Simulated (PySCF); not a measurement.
**LiGe⁻ (triplet) at other levels of theory**

What do other methods print for LiGe⁻ (triplet)?

Method: method and basis as typed in the scripts; program: PySCF 2.14.0.

2 further runs of the same task are left out: 2 that didn't finish.

**1. The system as given**

LiGe⁻ (triplet): 2 atoms, charge -1, spin multiplicity 3.

No contacts short enough for the rule that draws bonds.

**2. The run that the others are compared with**

Input file input.py:

```python
from pyscf import gto, scf

mol = gto.M(
    atom='Li 0 0 0; Ge 0 0 2.545',
    basis='pcseg-1',
    charge=-1,
    spin=2,
    verbose=4,
)
mf = scf.UHF(mol)
mf = mf.density_fit(auxbasis='def2-universal-jkfit')
mf.kernel()
mf.dip_moment()
print('orbital energies (hartree):', [e[max(0, n-3):n+3].round(4) for e, n in zip(mf.mo_energy, mol.nelec)])
```

On the command line:

```console
> OMP_NUM_THREADS=1 python input.py
```

Its log is not repeated here.

In short: E(SCF) = -2082.495107 Eh, 14 cycles, ⟨S²⟩ = 2.027.

The bond length is a typed value, not an optimised one. The dipole of an ion depends on the origin. The triplet is typed in the script; nothing here shows that it is the ground state.

**3. Olyp (UKS)**

Run 1 changes functional: none (Hartree–Fock) → olyp; SCF type: UHF → UKS; step after the SCF: none → analyze.

Input file input.py:

```python
from pyscf import gto, dft

mol = gto.M(
    atom='Li 0 0 0; Ge 0 0 2.545',
    basis='pcseg-1',
    charge=-1,
    spin=2,
    verbose=4,
)
mf = dft.UKS(mol, xc='olyp')
mf = mf.density_fit(auxbasis='def2-universal-jkfit')
mf.kernel()
mf.analyze()
print('orbital energies (hartree):', [e[max(0, n-3):n+3].round(4) for e, n in zip(mf.mo_energy, mol.nelec)])
```

On the command line:

```console
> OMP_NUM_THREADS=1 python input.py
```

**4. EOM-EE**

Run 2 changes step after the SCF: none → eomee; frozen orbitals: none → 9; number of roots: none → 5.

input.py: that of step 2 with these lines changed.

```diff
@@ -1,2 +1,2 @@
-from pyscf import gto, scf
+from pyscf import gto, scf, cc
 
@@ -12,2 +12,6 @@
 mf.kernel()
+mycc = cc.CCSD(mf, frozen=9)
+mycc.kernel()
+e = mycc.eeccsd(nroots=5)[0]
+print('roots (eV) =', (e*27.211386).round(3))
 mf.dip_moment()
```

**5. Pbe0 (UKS)**

Run 3 changes functional: none (Hartree–Fock) → pbe0; SCF type: UHF → UKS; step after the SCF: none → analyze.

Input file input.py:

```python
from pyscf import gto, dft

mol = gto.M(
    atom='Li 0 0 0; Ge 0 0 2.545',
    basis='pcseg-1',
    charge=-1,
    spin=2,
    verbose=4,
)
mf = dft.UKS(mol, xc='pbe0')
mf = mf.density_fit(auxbasis='def2-universal-jkfit')
mf.kernel()
mf.analyze()
print('orbital energies (hartree):', [e[max(0, n-3):n+3].round(4) for e, n in zip(mf.mo_energy, mol.nelec)])
```

What does the calculation give? Wanted: for each run, E(SCF); from base; gap, α spin; after the SCF.

As calculated:

```
       run  E(SCF) (hartree)  from base (eV)  cycles  gap, α spin (eV)                                                after the SCF
      base      -2082.495107               0      14              4.92                                                          n/a
olyp (UKS)      -2084.851958  not comparable      12              1.47                                                          n/a
    EOM-EE      -2082.495107          0.0000      14              4.92  CCSD correlation -3.324 eV, core frozen, first root 0.51 eV
pbe0 (UKS)      -2083.963647  not comparable      16              1.91                                                          n/a
```

**Reading.** The α-spin gap between the frontier levels is 1.5 eV with olyp (0 % exact exchange) and 1.9 eV with pbe0 (25 %): exact exchange opens it. Total energies of different functionals can't be compared with each other; differences within one functional can. The dearest run is “EOM-EE”, at 25 s against 0.68 s.
